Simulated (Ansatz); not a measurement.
# Zn2Si3N: the cost of one run

Method: DFT PBE, scalar-relativistic, plane waves, PAW, in Ansatz 0.2.0.

### Step 1. The system as given

The structure is trigonal, space group R-3m (No. 166). The conventional cell has a = 5.053 Å, b = 5.053 Å, c = 11.960 Å, α = 90.00°, β = 90.00°, γ = 120.00°. Around Zn (site symmetry 3m) lie 9 Si at 2.87 to 2.94 Å and 3 N at 2.96 Å and 4 Zn at 3.02 to 3.07 Å. Si (site symmetry 2/m) has 2 N at 2.47 Å and 4 Si at 2.53 Å and 6 Zn at 2.87 to 2.94 Å as nearest neighbours. N (site symmetry -3m) has 6 Si at 2.47 Å and 6 Zn at 2.96 Å as nearest neighbours.

As a file:

```xyz
6
Lattice="2.5263 1.4586 3.9866 -2.5263 1.4586 3.9866 0.0000 -2.9171 3.9866" Properties=species:S:1:pos:R:3 pbc="T T T"
Zn    0.0000    0.0000    7.4914
Zn    0.0000    0.0000    4.4683
Si   -1.2632    0.7293    1.9933
Si    1.2632    0.7293    1.9933
Si    0.0000   -1.4586    1.9933
N     0.0000    0.0000    0.0000
```

Recipe of the guess: species swapped into a database cell of Tb2Al3Co (R-3m, No. 166), with Zn on the Tb sites, Si on the Al sites and N on the Co sites. Its size is a rough estimate.

### Step 2. Probe: one point on a coarse mesh

input.yaml reads:

```yaml
crystal:
  lattice:
    - [2.52631786, 1.45857029, 3.98658563]
    - [-2.52631786, 1.45857029, 3.98658563]
    - [0.0, -2.91714059, 3.98658563]
  atoms:
    - { symbol: Zn, position: [0.62638599, 0.62638599, 0.62638599] }
    - { symbol: Zn, position: [0.37361401, 0.37361401, 0.37361401] }
    - { symbol: Si, position: [0.0, 0.5, 0.0] }
    - { symbol: Si, position: [0.5, 0.0, 0.0] }
    - { symbol: Si, position: [0.0, 0.0, 0.5] }
    - { symbol: "N", position: [0.0, 0.0, 0.0] }
basis:
  ecutwfc: 420
kpoints:
  mp_grid: { grid: [6, 6, 6] }
hamiltonian:
  xc: pbe
scf:
  occupations: { method: gaussian, width: 0.1 }
  lower_state_search: "off"
output:
  forces: true
  stress: true
  eigenvalues: true
```

Command:

```
> ansatz run input.yaml --threads 1 --pin off --max-ram 2560MiB --backend cpu --events-out ev --progress --plain --runs-dir out
```

What time and memory should one allow on 1 thread of AMD EPYC, shared host?

About 14 s, with a peak of 0.45 GiB.
